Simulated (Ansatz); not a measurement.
CH5BrOSi2, SMILES C[Si]1(Br)O[SiH2]1, a ladder of methods at one geometry

Run with Ansatz 0.2.0 through its Python package.

Script `methods_ch5brosi2.py`:
```python
# -*- coding: utf-8 -*-
"""CH5BrOSi2 at several levels of theory."""

from pathlib import Path

import ansatz
import numpy as np

geometry_ang = [
    ("C", (-0.9854, -1.3251, 0.3628)),
    ("Si", (0.5071, -0.3699, 0.1455)),
    ("Br", (2.3279, -1.4482, 0.5041)),
    ("O", (0.7114, 0.5348, -1.215)),
    ("Si", (0.5346, 1.8212, -0.2499)),
    ("H", (-1.1399, -2.0582, -0.3972)),
    ("H", (-1.0712, -1.7566, 1.3378)),
    ("H", (-1.8762, -0.6197, 0.2487)),
    ("H", (-0.7311, 2.5724, -0.4649)),
    ("H", (1.8059, 2.5981, -0.2691)),
]
geometry = ansatz.Crystal.molecule()
for symbol, xyz in geometry_ang:
    geometry = geometry.atom(symbol, xyz)

base = geometry.calculation().basis(gaussian="def2-SVP").accuracy("high").scf(lower_state_search="off")

print("functional    E (Ha)        dipole (D)   HOMO (eV)  LUMO (eV)")
for name in ["b3lyp", "r2scan", "blyp", "pbe"]:
    data = base.functional(name).forces().orbitals().run(threads=1, pin="off", runs_dir="runs").report
    lines = Path(data["orbitals_path"]).read_text().splitlines()
    field_of = lambda key: [line.split("=")[1].strip() for line in lines if line.startswith(key)]
    orbitals = [(27.211386 * float(e), s, float(n)) for e, s, n in zip(field_of("Ene="), field_of("Spin="), field_of("Occup="))]
    homo = max(e for e, _, n in orbitals if n > 0.5)
    lumo = min(e for e, _, n in orbitals if n < 0.5)
    dipole = 4.803205 * np.linalg.norm(data["charge_distribution"]["dipole_moment_e_ang"])
    print(f"{name:10s} {data['free_energy_ev'] / 27.211386246:14.6f} {dipole:9.3f} {homo:11.3f} {lumo:10.3f}")
```

Output of `python methods_ch5brosi2.py`:
```text
functional    E (Ha)        dipole (D)   HOMO (eV)  LUMO (eV)
b3lyp        -3269.017907     2.082      -6.068     -0.862
r2scan       -3268.838762     2.113      -5.465     -1.331
blyp         -3268.921065     1.966      -4.998     -1.314
pbe          -3268.130246     2.001      -5.190     -1.492
```

Reading the output:
- These settings explore the input space; basis and method may be short of convergence.
- The geometry is a force-field or estimated start, not a minimum of this method, and the basis set is short of its limit. A lower total doesn't mark the better method: functionals have no common bound, and MP2 and coupled cluster aren't variational.
- b3lyp holds the VWN-RPA fit, as in Gaussian; the form of ORCA and Turbomole is b3lyp5.
- Levels such as HOMO and LUMO are orbital energies: with these approximate functionals they aren't the ionisation energy and electron affinity, and their gap isn't the fundamental gap.
- Hardware and time: 69 s on 1 thread of Arm Neoverse V1, on a shared host, peak memory 0.5 GiB.

(A comment or docstring line of the script was reworded after the run, the code is as it ran; lines on the test bed's own set-up are left out of the output.)
